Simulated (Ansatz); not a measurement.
The system is Hf2Pd2Se2Br2O3.

```
Hf Pd Se Br O
1.0
     7.58666   -1.70971   -1.17576
     7.58666    1.70971   -1.17576
    -2.02446    0.00000   13.05155
Hf Pd Se Br O
2 2 2 2 3
Direct
  0.94514 0.94514 0.06144
  0.60628 0.60628 0.28309
  0.17920 0.17920 0.50964
  0.32286 0.32286 0.74307
  0.92232 0.92232 0.84566
  0.78991 0.78991 0.58800
  0.58645 0.58645 0.04520
  0.24604 0.24604 0.28651
  0.59701 0.59701 0.42127
  0.38554 0.38554 0.07302
  0.03094 0.03094 0.22169
```

The cell was built by a generator and needn't be a form met in nature.

Base run:

```yaml
Program: Ansatz 0.2.0
Functional: PBEsol
Potentials_or_basis: Ansatz PAW
Cutoff: 420 eV
Density_cutoff: 1680 eV
k_mesh: 8 × 8 × 2
Occupations: fermi-dirac, width 0.05 eV
Spin: no spin polarisation
```

Its results: band gap on the k mesh 0.81 eV, indirect (least direct gap 0.85 eV); pressure -2.5 GPa; largest force 0.348 eV/Å.

Question: After a change of settings the same cell gave: band gap on the k mesh 0.85 eV, indirect (least direct gap 0.89 eV); pressure 1.2 GPa; largest force 0.179 eV/Å. Which change was it?
A. functional from PBEsol to PBE; hubbard terms from none to Hf d U = 8 eV, Pd d U = 8 eV; hubbard projectors from none to ortho-atomic (the default)
B. functional from PBEsol to PBE; potentials or basis from Ansatz PAW to PseudoDojo standard (PBE files); cutoff from 420 eV to 1170 eV; density cutoff from 1680 eV to 4680 eV; valence electrons from 152 to 124
C. functional from PBEsol to PBE; potentials or basis from Ansatz PAW to Ansatz PAW earlier set; cutoff from 420 eV to 900 eV; density cutoff from 1680 eV to 3600 eV; valence electrons from 152 to 172
D. functional from PBEsol to revPBE

Answer: D.

revPBE binds less tightly than PBEsol, so the same cell stands under more pressure.

Caveats: the k mesh misses the band edges, so the gap on the mesh is wider than the one along the path; spin-orbit coupling is left out, which moves the levels of the heavy elements; the PAW data sets come from PBE, with cores solved anew for the run's functional, which leaves a small shift of forces and pressure; the potentials were made for another functional, which shifts forces and pressure (some runs).

Not every run made on this cell is shown here.
